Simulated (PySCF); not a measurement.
# Solver options tried on Zn

Do solver options change the result for Zn, or only the number of cycles?

Method: method and basis as typed in the scripts; program: PySCF 2.14.0.

1 further run of the same task is left out (it didn't finish).

## Step 1: The atom

Zn: 1 atom, charge 0, spin multiplicity 1.

## Step 2: The base run

Contents of input.py:

```python
from pyscf import gto, scf
from pyscf.prop.polarizability import rhf as pol

mol = gto.M(
    atom='Zn 0 0 0',
    basis='sbkjc',
    ecp={'Zn': 'sbkjc'},
    charge=0,
    spin=0,
    symmetry=True,
    verbose=4,
)
mf = scf.RHF(mol)
mf.kernel()
print('polarizability (a.u.)')
print(pol.Polarizability(mf).polarizability().round(4))
mf.dip_moment()
print('orbital energies (hartree):', mf.mo_energy[..., max(0, mol.nelec[1]-3):mol.nelec[0]+3].round(4))
```

Launch:

```
$ python input.py
```

Its log is not repeated here.

It gives: E(SCF) = -224.950212 Eh, 10 cycles, α(xx, yy, zz) = 50.2, 50.2, 50.2 bohr³.

## Step 3: Convergence threshold 1e-13 hartree

Variant 1 changes convergence threshold: default → 1e-13 hartree.

Contents of input.py:

```python
from pyscf import gto, scf
from pyscf.prop.polarizability import rhf as pol

mol = gto.M(
    atom='Zn 0 0 0',
    basis='sbkjc',
    ecp={'Zn': 'sbkjc'},
    charge=0,
    spin=0,
    symmetry=True,
    verbose=4,
)
mf = scf.RHF(mol)
mf.conv_tol = 1e-13
mf.kernel()
print('polarizability (a.u.)')
print(pol.Polarizability(mf).polarizability().round(4))
mf.dip_moment()
print('orbital energies (hartree):', mf.mo_energy[..., max(0, mol.nelec[1]-3):mol.nelec[0]+3].round(4))
```

Launch:

```
$ python input.py
```

## Step 4: Smearing width 0.001 hartree

Variant 2 changes smearing width: none → 0.001 hartree; step after the SCF: polarizability → none.

Contents of input.py:

```python
from pyscf import gto, scf

mol = gto.M(
    atom='Zn 0 0 0',
    basis='sbkjc',
    ecp={'Zn': 'sbkjc'},
    charge=0,
    spin=0,
    symmetry=True,
    verbose=4,
)
mf = scf.RHF(mol)
mf = scf.addons.smearing_(mf, sigma=0.001, method='fermi')
mf.kernel()
mf.dip_moment()
print('orbital energies (hartree):', mf.mo_energy[..., max(0, mol.nelec[1]-3):mol.nelec[0]+3].round(4))
```

## Step 5: Point-group symmetry off

Variant 3 changes point-group symmetry: on → off.

Changes to input.py since step 2:

```diff
@@ -9,3 +9,2 @@
     spin=0,
-    symmetry=True,
     verbose=4,
```

## Step 6: Initial guess chk

Variant 4 changes initial guess: minao → chk.

Changes to input.py since step 2:

```diff
@@ -13,2 +13,3 @@
 mf = scf.RHF(mol)
+mf.init_guess = 'chk'
 mf.kernel()
```

Q: Predict the outcome of this session. Wanted: for each run, E(SCF); from base; gap.

As calculated:

```csv
run,E(SCF) (hartree),from base (eV),cycles,gap (eV)
base,-224.950212,0,10,9.79
convergence threshold 1e-13 hartree,-224.950212,0.0000,13,9.79
smearing width 0.001 hartree,-224.950212,0.0000,10,n/a
point-group symmetry off,-224.950212,0.0000,10,9.79
initial guess chk,-224.950212,0.0000,10,9.79
```

Distance from each run's final energy (log10 hartree) by cycle:

```csv
run,cycle 1,cycle 2,cycle 3,cycle 5,cycle 8,cycle 12
base,1.6,1.2,0.3,-2.1,-6.7,done
convergence threshold 1e-13 hartree,1.6,1.2,0.3,-2.1,-6.7,< -11
smearing width 0.001 hartree,1.6,1.2,0.3,-2.1,-6.3,done
point-group symmetry off,1.6,1.2,0.3,-2.1,-6.7,done
initial guess chk,1.6,1.2,0.3,-2.1,-6.7,done
```

**Reading.** With convergence threshold 1e-13 hartree or smearing width 0.001 hartree or point-group symmetry off or initial guess chk the SCF ends at the base energy. PySCF falls back to minao for a guess that it doesn't know or can't read, so that run repeats the base. With smearing width 0.001 hartree, point-group symmetry off, initial guess chk the path hardly changes: 10 cycles against 10.
